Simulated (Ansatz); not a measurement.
Working through a comparison of magnetic orders of EuMg, space group Pm-3m

Program: Ansatz 0.2.0, Python API.

Typed at the interpreter:
```pycon
>>> import ansatz
>>> import numpy as np
>>> from tabulate import tabulate
>>> XC = "pbesol"
>>> KGRID = (7, 7, 4)
>>> TOLERANCE = 1e-09
>>> def count_gap(report):
...     # lowest empty less highest filled band, counting bands; zero where they overlap
...     return max(report.get("gap_by_band_count_ev") or 0.0, 0.0)
...
>>> CELL = [
...     (4.04133, 0.0, 0.0),
...     (0.0, 4.04133, 0.0),
...     (0.0, 0.0, 8.08267),
... ]
>>> ATOMS = [
...     ("Eu", (0.5, 0.5, 0.25)),
...     ("Mg", (0.0, 0.0, 0.0)),
...     ("Eu", (0.5, 0.5, 0.75)),
...     ("Mg", (0.0, 0.0, 0.5)),
... ]
>>> def with_moments(moments):
...     crystal = ansatz.Crystal(lattice=ansatz.Lattice.of(CELL))
...     for (symbol, position), moment in zip(ATOMS, moments):
...         crystal = crystal.atom(symbol, position, moment=moment or None)
...     return crystal
...
>>> # starting moments in muB, one an atom
>>> orders = {
...     "FM": [8.4, 0, 8.4, 0],
...     "AFM": [8.4, 0, -8.4, 0],
... }
>>> rows = []
>>> for label, moments in orders.items():
...     job = (
...         with_moments(moments).calculation()
...         .functional(XC)
...         .basis(16 * ansatz.Ha)
...         .kpoints(*KGRID)
...         .occupations(ansatz.OccupationsMethod.FERMI_DIRAC)  # smearing steadies the SCF of a metal
...         .scf(tolerance=TOLERANCE)
...         .spin("collinear")  # spin-polarised run
...         .band_table()  # levels at the mesh points
...     )
...     rep = job.run().report
...     rows.append((label, rep["free_energy_ev"], rep["magnetization_mub"], rep["absolute_magnetization_mub"], max(abs(m) for m in rep["site_moments_mub"]), count_gap(rep)))
...     print(label, "site moments:", [round(m, 2) for m in rep["site_moments_mub"]])
...
DeckWarning: where an SCF of this run starts from atoms to list the orders of its open shells, Eu (sites 0, 2, from 0) starts with 6.32 μB on its 4f shell and 0.68 μB on its 5d shell, in the place of the 8.40 μB that the deck gives it: its open shells can hold no more by Hund's first rule. To start from spheres of the given moment, type scf.initial_density.shell_occupations: []
FM site moments: [6.88, 0.06, 6.88, 0.06]
DeckWarning: where an SCF of this run starts from atoms to list the orders of its open shells, Eu (site 0, from 0) starts with 6.32 μB on its 4f shell and 0.68 μB on its 5d shell, in the place of the 8.40 μB that the deck gives it: its open shells can hold no more by Hund's first rule. To start from spheres of the given moment, type scf.initial_density.shell_occupations: []
DeckWarning: where an SCF of this run starts from atoms to list the orders of its open shells, Eu (site 2, from 0) starts with -6.32 μB on its 4f shell and -0.68 μB on its 5d shell, in the place of the -8.40 μB that the deck gives it: its open shells can hold no more by Hund's first rule. To start from spheres of the given moment, type scf.initial_density.shell_occupations: []
AFM site moments: [6.87, -0.0, -6.87, 0.0]
>>> # the same cell with no spin polarisation
>>> plain = (
...     with_moments([0] * len(ATOMS)).calculation()
...     .functional(XC)
...     .basis(16 * ansatz.Ha)
...     .kpoints(*KGRID)
...     .occupations(ansatz.OccupationsMethod.FERMI_DIRAC)
...     .scf(tolerance=TOLERANCE)
...     .band_table()  # levels at the mesh points
... )
>>> rep = plain.run().report
>>> rows.append(("NM", rep["free_energy_ev"], 0.0, 0.0, 0.0, count_gap(rep)))
>>> lowest = min(row[1] for row in rows)
>>> rows = [(row[0], 1000 * (row[1] - lowest) / 2, *row[2:]) for row in sorted(rows, key=lambda row: row[1])]
>>> print(tabulate(rows, headers=["order", "meV/magnetic atom", "net muB", "absolute muB", "largest site muB", "gap by band count eV"], floatfmt=".4f", tablefmt="github"))
| order   |   meV/magnetic atom |   net muB |   absolute muB |   largest site muB |   gap by band count eV |
|---------|---------------------|-----------|----------------|--------------------|------------------------|
| AFM     |              0.0000 |    0.0000 |        14.3267 |             6.8721 |                 0.0000 |
| FM      |              3.1969 |   14.4114 |        14.4122 |             6.8766 |                 0.0000 |
| NM      |           6720.9715 |    0.0000 |         0.0000 |             0.0000 |                 0.0000 |
>>> print("lowest of these starts:", rows[0][0])
lowest of these starts: AFM
```

In order of energy: antiferro- or ferrimagnetic (+0.0 meV an atom, largest site moment 6.87 μB), ferromagnetic (+1.6 meV an atom, largest site moment 6.88 μB) and non-magnetic (+3360.5 meV an atom, largest site moment 0.00 μB). These are the states reached from the starts typed.

Notes:
- Open f shells: without a Hubbard U, without spin-orbit coupling; the state reached hangs on the start and needn't be the lowest.
- A gap by band count of zero or less means overlapping bands, a metal.
- The structure comes from a database of computed cells and needn't be a stable or known phase.
- Levels are Kohn-Sham eigenvalues on this mesh, without spin-orbit coupling.
- Warnings are shown shortened and without file and line.
- Each row is the state reached from that start at the given structure, not necessarily the lowest of its order; other orders weren't tried.
- Wall time of the script: 75 s on 1 thread of Arm Neoverse V1, on a shared host, peak memory 0.64 GiB.
